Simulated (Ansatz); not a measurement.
# AlNi (CsCl type): the cost of one run

Program: Ansatz 0.2.0. Level of theory: DFT PBE, with the methods named in each step. These are calculated values, not measurements.

### Step 1. The starting structure

It takes space group Pm-3m (No. 221, cubic). The conventional cell has a = 2.893 Å, b = 2.893 Å, c = 2.893 Å, α = 90.00°, β = 90.00°, γ = 90.00°. Around Ni (site symmetry m-3m) lie 8 Al at 2.51 Å. Al (site symmetry m-3m) has 8 Ni at 2.51 Å as nearest neighbours.

Coordinates:

```cif
data_structure
_symmetry_space_group_name_H-M 'P 1'
_symmetry_Int_Tables_number 1
_cell_length_a 2.8934
_cell_length_b 2.8934
_cell_length_c 2.8934
_cell_angle_alpha 90.000
_cell_angle_beta 90.000
_cell_angle_gamma 90.000
_cell_volume 24.22
loop_
_atom_site_label
_atom_site_type_symbol
_atom_site_fract_x
_atom_site_fract_y
_atom_site_fract_z
_atom_site_occupancy
Ni1 Ni 0.00000 0.00000 0.00000 1
Al1 Al 0.50000 0.50000 0.50000 1
```

Whether this phase is the stable one at these pressures isn't tested.

Atoms are numbered in the order of the input: Ni1, Al2.

### Step 2. The reference volume, LAPW

input.yaml

```yaml
crystal:
  lattice:
    - [2.8934027717, 0.0, 0.0]
    - [0.0, 2.8934027717, 0.0]
    - [0.0, 0.0, 2.8934027717]
  atoms:
    - { symbol: Ni, position: [0.0, 0.0, 0.0] }
    - { symbol: Al, position: [0.5, 0.5, 0.5] }
kpoints:
  mp_grid: { grid: [14, 14, 14] }
  band_path:
    path:
      - [0.0, 0.0, 0.0]
      - [0.0, 0.5, 0.0]
      - [0.5, 0.5, 0.0]
      - [0.0, 0.0, 0.0]
      - [0.5, 0.5, 0.5]
      - [0.0, 0.5, 0.0]
      - [0.5, 0.5, 0.5]
      - [0.5, 0.5, 0.0]
    npoints: 14
scf:
  occupations: { method: fermi_dirac, width: 0.08 }
hamiltonian:
  xc: pbe
  pseudopotentials: { kind: all_electron, lapw: { basis_error: 0.001 } }
output:
  forces: true
  stress: true
  eigenvalues: true
  populations: true
  dos: { projected: true, de: 0.2, e_range: [-14, 8] }
```

Launch:

```
ansatz run input.yaml --threads 1 --pin off --max-ram 2048MiB --backend cpu --events-out ev --progress --plain --runs-dir out
```

**Question.** How long does this run take on 1 thread of Intel Xeon 6975P-C (Granite Rapids), shared host, and how much memory does it need?

About 11 s, with a peak of 0.42 GiB.
